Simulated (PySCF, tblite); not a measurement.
# C₃H₅Cl₃OSi: geometry, infrared bands and NMR shifts

Wanted: the infrared bands and NMR shifts of C₃H₅Cl₃OSi (`C[Si@H](C=O)C(Cl)(Cl)Cl`), by calculation.

Programs: tblite 0.8.0 and PySCF 2.14.0, with density-fitted response routines of our own. Each step states its level of theory. These are calculated values for one molecule in the gas phase, unless marked as measured. Atoms count from 0, in the outputs and in this text.

## 1. Starting geometry

13 atoms, charge 0, multiplicity 1; geometry from: force field or distance geometry start.

Bonds of the start (Å): C0–Si1 1.88, Si1–C2 1.87, C2–O3 1.21, Si1–C4 1.84, C4–Cl5 1.79, C4–Cl6 1.77, C4–Cl7 1.79, C0–H8 1.09, C0–H9 1.10, C0–H10 1.08, Si1–H11 1.49, C2–H12 1.10.

## 2. Relaxing the molecule with GFN2-xTB

The job: settings as JSON, then the geometry in Å.

```
{"job": {"kind": "relax", "xc": "GFN2-xTB", "basis": "xTB"}, "charge": 0, "multiplicity": 1}
C      1.198300    -0.850600     0.952700
Si     0.278900     0.087900    -0.396000
C      0.231400     1.917900    -0.009800
O      0.503700     2.304200     1.106400
C     -1.430400    -0.554300    -0.647900
Cl    -1.362500    -2.276100    -1.115900
Cl    -2.397500    -0.369600     0.821100
Cl    -2.187100     0.371800    -1.977200
H      1.279100    -1.913400     0.707900
H      0.667000    -0.763500     1.917500
H      2.198900    -0.453600     1.079400
H      1.085300    -0.098800    -1.632700
H     -0.069500     2.598800    -0.823200
```

Command:

```bash
> OMP_NUM_THREADS=1 python probes_run.py task.json out
```

This one command runs all jobs of the session in turn.

**Question.** This job is followed by: GFN2-xTB harmonic vibrations, gas phase; GIAO PBE0/pcSseg-1 NMR shielding, non-relativistic, gas phase. Predict these results of the whole session: strongest single infrared mode (GFN2-xTB); zero-point energy (GFN2-xTB); ¹³C shifts against TMS (PBE0/pcSseg-1); ¹H shifts against TMS (PBE0/pcSseg-1, means over atoms taken as alike); ²⁹Si shifts against TMS (PBE0/pcSseg-1); ¹⁷O shifts against H2O (PBE0/pcSseg-1); ³⁵Cl shifts against HCl (PBE0/pcSseg-1, means over atoms taken as alike).

The runs gave:

| quantity | value |
| --- | --- |
| strongest single infrared mode (GFN2-xTB) | 840 cm⁻¹, 188 km/mol |
| zero-point energy (GFN2-xTB) | 44.3 kcal/mol |
| ¹³C shifts against TMS (PBE0/pcSseg-1) | 244.2, 113.1, -6.5 ppm |
| ¹H shifts against TMS (PBE0/pcSseg-1, means over atoms taken as alike) | 12.18, 4.36, 0.60 ppm |
| ²⁹Si shifts against TMS (PBE0/pcSseg-1) | -30.6 ppm |
| ¹⁷O shifts against H2O (PBE0/pcSseg-1) | 948.5 ppm |
| ³⁵Cl shifts against HCl (PBE0/pcSseg-1, means over atoms taken as alike) | 424 ppm |

**Reading.** The optimisation took 120 steps and gained 0.262 eV; among the close pairs (by a distance rule), Si1–C4 changed most, from 1.843 to 1.948 Å. No mode is imaginary among the 33: a minimum at this level. The strongest single mode, at 840 cm⁻¹, is carried by C4, H10, Si1, H8. Unscaled tight-binding wavenumbers are off by several per cent, some by more. Its intensities can rank the bands wrongly. C4 stands next to heavy halogen, whose spin-orbit shielding this run leaves out, so the computed shift lies too far downfield, most of all for carbon beside Br or I. At PBE0/pcSseg-1: The largest span, 2111 ppm, is at O3, where the paramagnetic term is -1009 ppm.
